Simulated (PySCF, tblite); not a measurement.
# C₆H₈B radical: geometry, infrared bands and EPR parameters

Aim: predict the infrared bands and EPR parameters of C₆H₈B radical (`C=C1[C]=C(C)BC1`).

Computed with tblite 0.8.0 and PySCF 2.14.0, with density-fitted response routines of our own, on a single molecule in the gas phase. Atoms are numbered from 0 throughout.

## 1. The molecule as given

15 atoms, charge 0, multiplicity 2; geometry from: force field or distance geometry start.

Bonds of the start (Å): C0–C1 1.33, C1–C2 1.49, C2–C3 1.31, C3–C4 1.52, C3–B5 1.57, B5–C6 1.58, C6–C1 1.51, C0–H7 1.09, C0–H8 1.09, C4–H9 1.12, C4–H10 1.12, C4–H11 1.10, B5–H12 1.19, C6–H13 1.11, C6–H14 1.12.

## 2. Optimising the geometry with GFN2-xTB

What the job is given:

```
{"job": {"kind": "relax", "xc": "GFN2-xTB", "basis": "xTB"}, "charge": 0, "multiplicity": 2}
C     -1.712400    -1.491200    -1.599700
C     -0.957100    -0.598300    -0.965400
C     -0.274400    -0.856600     0.333300
C      0.661700     0.036200     0.560900
C      1.556600     0.094600     1.783500
B      0.730000     1.049500    -0.634400
C     -0.621500     0.800100    -1.409300
H     -2.168500    -1.202400    -2.546400
H     -1.889700    -2.485100    -1.178100
H      2.422400     0.765200     1.559800
H      1.992100    -0.917600     1.957100
H      1.002400     0.368200     2.695200
H      1.194700     2.133400    -0.480700
H     -0.513200     0.798700    -2.513300
H     -1.427300     1.513500    -1.090100
```

On the command line:

```bash
> OMP_NUM_THREADS=1 python probes_run.py task.json out
```

One launch serves the whole session: the jobs run in the order shown.

**Question.** This job is followed by: GFN2-xTB harmonic vibrations, gas phase; UKS B3LYP, pcH-1 on B C H, non-relativistic, mean-field spin-orbit, GIAO. What will the session give for the following? strongest single infrared mode (GFN2-xTB); zero-point energy (GFN2-xTB); g(iso) (B3LYP); ⟨S²⟩; largest a(iso) (averaged by class); surface potential, 1st and 99th percentile.

**Answer**, as computed:

| quantity | value |
| --- | --- |
| strongest single infrared mode (GFN2-xTB) | 2658 cm⁻¹, 168 km/mol |
| zero-point energy (GFN2-xTB) | 73.5 kcal/mol |
| g(iso) (B3LYP) | 2.00204 |
| ⟨S²⟩ | 0.757 (exact 0.75) |
| largest a(iso) (averaged by class) | 13C on C2, 334.8 MHz |
| surface potential, 1st and 99th percentile | -0.50 V and 0.83 V |

**Reading.** Over 119 steps the energy fell by 0.552 eV; of the close pairs, C1–C2 changed most, 1.490 to 1.433 Å. No mode is imaginary among the 39: a minimum at this level. The strongest single mode, at 2658 cm⁻¹, moves mainly H12. Unscaled tight-binding wavenumbers are off by several per cent, some by more. Its intensities can rank the bands wrongly. Most of the unpaired spin sits on C2 (0.96 e). The isotropic g lies 0.3 ppt below the free-electron value.
